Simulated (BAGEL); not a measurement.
**GaHCl2 (SMILES [Cl][GaH][Cl]): HF/6-31G(d) (density fitting with qzvpp-jkfit, spherical functions)**

Aim: the vertical ionisation energy of GaHCl2 at HF/6-31G* (density fitting with qzvpp-jkfit, spherical functions), from 2 runs. 

Program for the calculation: BAGEL 1.2.2.

1 further run of the same task is left out (it didn't finish).

**1. Starting point**

The species is GaHCl2 (4 atoms), meant as a singlet with charge 0. As SMILES, `[Cl][GaH][Cl]`. The shape is that of a PBE0-D4/def2-TZVP optimisation.

Bond lengths: Cl1–Ga2 2.128 Å, Ga2–Cl3 2.128 Å, Ga2–H4 1.545 Å. Angles: Cl1–Ga2–Cl3 115.1°, Cl1–Ga2–H4 122.4°, Cl3–Ga2–H4 122.4°.

**2. A single-point energy at HF/6-31G(d) (density fitting with qzvpp-jkfit, spherical functions)**

File input.json:

```json
{ "bagel": [

{
  "title": "molecule",
  "basis": "6-31gs.json",
  "df_basis": "qzvpp-jkfit",
  "angstrom": true,
  "geometry": [
    { "atom": "Cl", "xyz": [      -1.941100,      -0.099200,      -0.563400 ] },
    { "atom": "Ga", "xyz": [       0.104300,       0.143900,      -0.029400 ] },
    { "atom": "Cl", "xyz": [       1.031000,      -1.579900,       0.805800 ] },
    { "atom": "H", "xyz": [       0.861300,       1.474900,      -0.233300 ] }
  ]
},

{ "title": "hf" },

{ "title": "print", "file": "orbitals.molden", "orbitals": true }

]}
```

The basis set 6-31G* is read from a file made from the Basis Set Exchange's data (not shown).

Launch:

```bash
$ BAGEL_NUM_THREADS=1 BAGEL input.json > input.out
```

The log of the run:

```text
* using 1 threads per process

  ===============================================================
  ===============================================================

  *** Geometry ***

  { "atom" : "Cl", "xyz" : [     -3.668147,     -0.187461,     -1.064672 ] },
  { "atom" : "Ga", "xyz" : [      0.197098,      0.271932,     -0.055558 ] },
  { "atom" : "Cl", "xyz" : [      1.948308,     -2.985578,      1.522741 ] },
  { "atom" : "H", "xyz" : [      1.627621,      2.787157,     -0.440873 ] },

  Number of auxiliary basis functions:      540

  Since a DF basis is specified, we compute 2- and 3-index integrals:
    o Being stored without compression. Storage requirement is 0.021 GB

  Number of basis functions:       70
  Number of electrons      :       66

    * METHOD: MOLECULE                             0.32

  *** RHF ***

  === Nuclear Repulsion ===
   320.8837562877

      * DIIS with orbital gradients will be used.

  === RHF iteration (6-31gs.json) ===
      0      -2842.52931752          0.01147383           0.11
      1      -2842.60162288          0.00671045           0.11
      2      -2842.61963196          0.00108765           0.11
      3      -2842.62029525          0.00035758           0.10
      4      -2842.62039665          0.00004039           0.10
      5      -2842.62039852          0.00000911           0.10
      6      -2842.62039865          0.00000259           0.10
      7      -2842.62039866          0.00000070           0.10
      8      -2842.62039866          0.00000026           0.10
      9      -2842.62039866          0.00000009           0.10
     10      -2842.62039866          0.00000002           0.10
     11      -2842.62039866          0.00000000           0.10
    * SCF iteration converged.

    * Permanent dipole moment:
           (   -0.412480,    -0.725133,     0.110993) a.u.

    * METHOD: HF                                   1.51

    * METHOD: PRINT                                0.01

  ===============================================================
```

It took 2 s on 1 thread of Arm Neoverse V1, shared host; peak memory 0.12 GiB.

**3. The doublet cation, same level**

File input.json:

```json
{ "bagel" : [

{
  "title" : "molecule",
  "basis" : "6-31gs.json",
  "df_basis" : "qzvpp-jkfit",
  "angstrom" : true,
  "geometry" : [
    { "atom" : "Cl", "xyz" : [      -1.941100,      -0.099200,      -0.563400 ] },
    { "atom" : "Ga", "xyz" : [       0.104300,       0.143900,      -0.029400 ] },
    { "atom" : "Cl", "xyz" : [       1.031000,      -1.579900,       0.805800 ] },
    { "atom" : "H", "xyz" : [       0.861300,       1.474900,      -0.233300 ] }
  ]
},

{
  "title" : "uhf",
  "charge" : 1,
  "nopen" : 1
},

{
  "title" : "print",
  "file" : "orbitals.molden",
  "orbitals" : true
}

]}
```

The basis set 6-31G* is read from a file made from the Basis Set Exchange's data (not shown).

Launch:

```bash
$ BAGEL_NUM_THREADS=1 BAGEL input.json > input.out
```

The log of the run:

```text
* using 1 threads per process

  ===============================================================
  ===============================================================

  *** Geometry ***

  { "atom" : "Cl", "xyz" : [     -3.668147,     -0.187461,     -1.064672 ] },
  { "atom" : "Ga", "xyz" : [      0.197098,      0.271932,     -0.055558 ] },
  { "atom" : "Cl", "xyz" : [      1.948308,     -2.985578,      1.522741 ] },
  { "atom" : "H", "xyz" : [      1.627621,      2.787157,     -0.440873 ] },

  Number of auxiliary basis functions:      540

  Since a DF basis is specified, we compute 2- and 3-index integrals:
    o Being stored without compression. Storage requirement is 0.021 GB

  Number of basis functions:       70
  Number of electrons      :       66

    * METHOD: MOLECULE                             0.32

  *** Open-shell HF ***

  === Nuclear Repulsion ===
   320.8837562877

      * DIIS with orbital gradients will be used.

  === UHF iteration (6-31gs.json) ===
      0      -2842.02975060          0.02782662           0.21
      1      -2842.14213435          0.01909807           0.21
      2      -2842.17085365          0.01391314           0.21
      3      -2842.18749653          0.00120542           0.21
      4      -2842.18856536          0.00056270           0.21
      5      -2842.18934584          0.00038665           0.21
      6      -2842.18977273          0.00031041           0.21
      7      -2842.19004026          0.00023959           0.21
      8      -2842.19032093          0.00011760           0.21
      9      -2842.19039678          0.00004874           0.21
     10      -2842.19041118          0.00002097           0.21
     11      -2842.19041417          0.00000930           0.21
     12      -2842.19041444          0.00000729           0.21
     13      -2842.19041452          0.00000806           0.21
     14      -2842.19041438          0.00000467           0.21
     15      -2842.19041436          0.00000203           0.21
     16      -2842.19041436          0.00000100           0.21
     17      -2842.19041436          0.00000041           0.21
     18      -2842.19041436          0.00000027           0.21
     19      -2842.19041436          0.00000021           0.21
     20      -2842.19041436          0.00000018           0.21
     21      -2842.19041437          0.00000016           0.21
     22      -2842.19041437          0.00000018           0.21
     23      -2842.19041437          0.00000018           0.21
     24      -2842.19041437          0.00000014           0.21
     25      -2842.19041437          0.00000011           0.21
     26      -2842.19041437          0.00000005           0.21
     27      -2842.19041437          0.00000003           0.21
     28      -2842.19041437          0.00000003           0.21
     29      -2842.19041437          0.00000002           0.21
     30      -2842.19041436          0.00000001           0.21
     31      -2842.19041437          0.00000001           0.21
    * SCF iteration converged.

    * S^2 (UHF) is 0.8185

    * Permanent dipole moment:
           (   -0.491703,    -0.864342,     0.132318) a.u.

    * METHOD: UHF                                  6.96

    * METHOD: PRINT                                0.01

  ===============================================================
```

It took 7.5 s on 1 thread of Arm Neoverse V1, shared host; peak memory 0.12 GiB.

**4. Summary of results**

Level: HF/6-31G* (density fitting with qzvpp-jkfit, spherical functions).

| quantity | value |
| --- | --- |
| singlet GaHCl2: total energy | -2842.62040 Eh |
| singlet GaHCl2: dipole moment | 2.14 D |
| singlet GaHCl2: HOMO energy | -12.45 eV |
| singlet GaHCl2: LUMO energy | 1.00 eV |
| singlet GaHCl2: HOMO–LUMO gap | 13.45 eV |
| doublet cation: total energy | -2842.19041 Eh |
| doublet cation: ⟨S²⟩ | 0.819 |
| vertical ionisation energy (to the doublet cation) | 11.700 eV |

What this shows: The vertical ionisation energy comes to 11.70 eV (270 kcal/mol). The negative HOMO energy of the first species, 12.45 eV, lies 0.74 eV above that difference.
